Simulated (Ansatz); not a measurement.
# C2H4BFO2: the cost of one run

Program: Ansatz 0.2.0. Level of theory: RKS revPBE/def2-SVP. These are calculated values, not measurements.

1 further run of the same task is left out (it didn't finish).

**1. The starting structure**

Bond lengths: C1–O2 1.464 Å, O2–C3 1.382 Å, C3–O4 1.345 Å, C3–B5 1.584 Å, O4–B5 1.459 Å, B5–F6 1.434 Å, C1–H7 1.103 Å, C1–H8 1.128 Å, C1–H9 1.096 Å, C3–H10 1.158 Å. Angles (14 of 17 angles, heavy atoms first): C1–O2–C3 107.5°, O2–C3–O4 115.4°, O2–C3–B5 115.6°, O4–C3–B5 59.1°, C3–O4–B5 68.7°, C3–B5–O4 52.2°, C3–B5–F6 142.9°, O4–B5–F6 149.6°, O2–C1–H7 104.6°, O2–C1–H8 108.4°, O2–C1–H9 108.1°, O2–C3–H10 120.1°, O4–C3–H10 109.4°, B5–C3–H10 120.8°.

Structure file:

```xyz
10

C    -0.2892   -1.4183   -0.3363
O    -0.9465   -0.1594    0.0176
C    -0.0252    0.6149    0.6974
O    -0.3840    1.8953    0.8982
B     0.6356    1.7864   -0.1399
F     1.1085    2.1305   -1.4490
H    -1.0455   -1.9735   -0.9169
H     0.5836   -1.1867   -1.0122
H    -0.0416   -1.9453    0.5924
H     0.4875    0.2050    1.6518
```

**2. End point A**

input.yaml

```yaml
crystal:
  periodic: [false, false, false]
  atoms:
    - { symbol: C, position_ang: [-0.2892, -1.4183, -0.3363] }
    - { symbol: O, position_ang: [-0.9465, -0.1594, 0.0176] }
    - { symbol: C, position_ang: [-0.0252, 0.6149, 0.6974] }
    - { symbol: O, position_ang: [-0.384, 1.8953, 0.8982] }
    - { symbol: B, position_ang: [0.6356, 1.7864, -0.1399] }
    - { symbol: F, position_ang: [1.1085, 2.1305, -1.449] }
    - { symbol: H, position_ang: [-1.0455, -1.9735, -0.9169] }
    - { symbol: H, position_ang: [0.5836, -1.1867, -1.0122] }
    - { symbol: H, position_ang: [-0.0416, -1.9453, 0.5924] }
    - { symbol: H, position_ang: [0.4875, 0.205, 1.6518] }
basis:
  gaussian: { orbitals: def2-SVP }
hamiltonian:
  xc: revpbe
relax:
  f_tol: 0.015
  max_steps: 40
```

Launch:

```console
ansatz run input.yaml --threads 2 --pin off --max-ram 3072MiB --backend cpu --events-out ev --progress --plain --runs-dir out
```

Q: Estimate wall time and peak memory on 2 threads of Intel Xeon 6975P-C (Granite Rapids), shared host.

About 31 s, with a peak of 0.16 GiB.
